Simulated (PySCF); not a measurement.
# C2H7NOSSi: the cost of one run

Programs: PySCF 2.14.0, with density-fitted response routines of our own. Each step states its level of theory. These are calculated values for one molecule in the gas phase, unless marked as measured. Atoms are numbered from 0 throughout.

## (1) The starting structure

13 atoms, charge 0, multiplicity 1; geometry from: GFN2-xTB. The atoms were then displaced at random by about 0.01 Å, so the start is not that level's minimum.

Bonds of the start (Å): C0–S1 1.80, S1–Si2 2.13, Si2–N3 1.80, N3–C4 1.32, C4–O5 1.19, C0–H6 1.06, C0–H7 1.11, C0–H8 1.12, Si2–H9 1.45, Si2–H10 1.44, N3–H11 1.01, C4–H12 1.08.

## (2) Geometry optimisation at PBE0-D3(BJ)/def2-SVP

What the job is given:

```
{"job": {"xc": "PBE0", "basis": "def2-SVP", "d3": "d3bj", "grid": 1, "shake": 0.01, "kind": "geom"}, "charge": 0, "multiplicity": 1}
C     -2.689740     0.064060     0.472740
S     -1.133670     0.528380     1.239730
Si     0.159270    -0.141530    -0.321050
N      1.773850     0.260300     0.358960
C      2.754190    -0.080450    -0.453800
O      2.553270    -0.585800    -1.517510
H     -2.729640    -0.982130     0.292380
H     -2.805390     0.635210    -0.470520
H     -3.497290     0.380530     1.179160
H      0.040550    -1.582800    -0.466850
H     -0.074340     0.631690    -1.513170
H      1.917540     0.690360     1.262800
H      3.737230     0.165290    -0.073210
```

Run with:

```sh
> OMP_NUM_THREADS=1 python probes_run.py task.json out
```

The driver reads the jobs from task.json and runs them one after another.

Q: Estimate the wall time and peak memory of this first job on 1 thread of Arm Neoverse N1, shared host.

About 76 s, with a peak of 0.53 GiB.
